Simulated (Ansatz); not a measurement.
# CrO2 (P4_2/mnm): the listed cell

Aim: the state of CrO2 (P4_2/mnm) with the cell held as listed.

Program: Ansatz 0.2.0. Level of theory: DFT PBE+U (U_eff = 3.7 eV on Cr 3d), scalar-relativistic, plane waves, PAW. These are calculated values, not measurements.

## Step 1: The structure to begin with

The structure is tetragonal, space group P4_2/mnm (No. 136). The conventional cell has a = 4.421 Å, b = 4.421 Å, c = 2.917 Å, α = 90.00°, β = 90.00°, γ = 90.00°. Cr (site symmetry mmm) is surrounded by 6 O at 1.88 to 1.92 Å. O (site symmetry m2m) is surrounded by 3 Cr at 1.88 to 1.92 Å.

Structure file:

```cif
data_structure
_symmetry_space_group_name_H-M 'P 1'
_symmetry_Int_Tables_number 1
_cell_length_a 4.4210
_cell_length_b 4.4210
_cell_length_c 2.9170
_cell_angle_alpha 90.000
_cell_angle_beta 90.000
_cell_angle_gamma 90.000
_cell_volume 57.01
loop_
_atom_site_label
_atom_site_type_symbol
_atom_site_fract_x
_atom_site_fract_y
_atom_site_fract_z
_atom_site_occupancy
Cr1 Cr 0.00000 0.00000 0.00000 1
Cr2 Cr 0.50000 0.50000 0.50000 1
O1 O 0.30100 0.30100 0.00000 1
O2 O 0.19900 0.80100 0.50000 1
O3 O 0.69900 0.69900 0.00000 1
O4 O 0.80100 0.19900 0.50000 1
```

Starting moments: Cr 2.00 μB.

## Step 2: The listed cell

Input file input.yaml:

```yaml
crystal:
  lattice:
    - [4.421, 0.0, 0.0]
    - [0.0, 4.421, 0.0]
    - [0.0, 0.0, 2.917]
  atoms:
    - { symbol: Cr, position: [0.0, 0.0, 0.0], spin: 2.0 }
    - { symbol: Cr, position: [0.5, 0.5, 0.5], spin: 2.0 }
    - { symbol: O, position: [0.301, 0.301, 0.0] }
    - { symbol: O, position: [0.199, 0.801, 0.5] }
    - { symbol: O, position: [0.699, 0.699, 0.0] }
    - { symbol: O, position: [0.801, 0.199, 0.5] }
basis:
  ecutwfc: 420
  ecutrho_ratio: 4
kpoints:
  mp_grid: { grid: [6, 6, 8] }
hamiltonian:
  xc: pbe
  hubbard: { sites: [{ species: Cr, l: d, u_eff: 3.7 }] }
scf:
  occupations: { method: gaussian, width: 0.05 }
output:
  forces: true
  stress: true
  eigenvalues: true
  populations: true
magnetization:
  spin_polarized: true
relax:
  f_tol: 0.01
  max_steps: 40
  cell: { stress_tol: 0.1, fix: [volume] }
```

Command:

```console
$ ansatz run input.yaml --threads 4 --pin off --max-ram 10240MiB --backend cpu --events-out ev --progress --plain --runs-dir out
```

**Question.** What will these runs give? Wanted: volume; pressure; conventional cell; gap on the mesh; moments in the spheres.

The runs gave:

```
              quantity                                                                      value
                volume                                                              9.502 Å³/atom
              pressure                                                                   9.59 GPa
     conventional cell  a = 4.404 Å, b = 4.404 Å, c = 2.940 Å, α = 90.00°, β = 90.00°, γ = 90.00°
       gap on the mesh                                                               none (metal)
moments in the spheres                                                        Cr 2.00; O -0.23 μB
```

In words: Held at the listed cell, this level shows 9.6 GPa, so it wants a larger volume. Only the order of the starting moments is followed; others weren't tried in this session. Open d and f shells can converge to several self-consistent states; these numbers belong to the ones reached here.
